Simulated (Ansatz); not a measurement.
Working through the interaction energy of a dimer with the counterpoise correction of BCl₂H, SMILES ClBCl

With the Ansatz DFT code, driven from Python.

Notebook, run cell by cell (the value of a cell's last expression is shown):

In [1]:
```python
import ansatz as az
import numpy as np
```

In [2]:
```python
FIRST = [
    ('Cl', (-1.598, -0.7275, 0.0193)),
    ('B', (-0.0105, 0.1515, -0.0767)),
    ('Cl', (1.4298, -0.6137, 0.7136)),
    ('H', (0.1787, 1.1898, -0.6561)),
]
SECOND = [
    ('Cl', (-2.3692, 2.5449, 1.9234)),
    ('B', (-2.7501, 2.7888, 0.1633)),
    ('Cl', (-4.0367, 3.9908, -0.2655)),
    ('H', (-2.1921, 2.2435, -0.7538)),
]
```

In [3]:
```python
def energy(atoms, ghosts=()):
    molecule = az.Crystal.molecule()
    for symbol, xyz in atoms:
        molecule = molecule.atom(symbol, xyz)
    calc = (
        molecule.calculation()
        .basis(gaussian='def2-SVP')
        .correlation('MP2')
    )
    deck = calc.input()
    if ghosts:
        deck = deck.set(az.key.basis.gaussian.ghost_atoms, [{'symbol': s, 'position_ang': list(xyz)} for s, xyz in ghosts])
    return az.Session.from_dict(deck).plan().execute().report['free_energy_ev']
```

In [4]:
```python
# ghost atoms carry the functions of the partner
direction = np.array([-0.6988, 0.7123, 0.0657])
print('shift (A)   counterpoise-corrected interaction (kJ/mol)')
for shift in (-0.3, 0.0, 0.4, 1.0, 2.0):
    moved = [(s, tuple(np.round(np.array(xyz) + shift * direction, 4))) for s, xyz in SECOND]
    gain = energy(FIRST + moved) - energy(FIRST, moved) - energy(moved, FIRST)
    print(f'{shift:8.2f} {96.485332 * gain:14.3f}')
```
```text
shift (A)   counterpoise-corrected interaction (kJ/mol)
   -0.30          8.422
    0.00          1.327
    0.40         -1.458
    1.00         -1.452
    2.00         -0.555
```

The dimer is a generated trial pose of unrelaxed monomers, not a minimum, so the figure is no binding energy, and the basis set is small. The whole script took 28 s on 1 thread of Intel(R) Xeon(R) Platinum 8259CL CPU @ 2.50GHz (Skylake/Cascade Lake), with other jobs on the host, peak memory 0.29 GiB.

(Lines on the test bed's own set-up are left out of the output.)
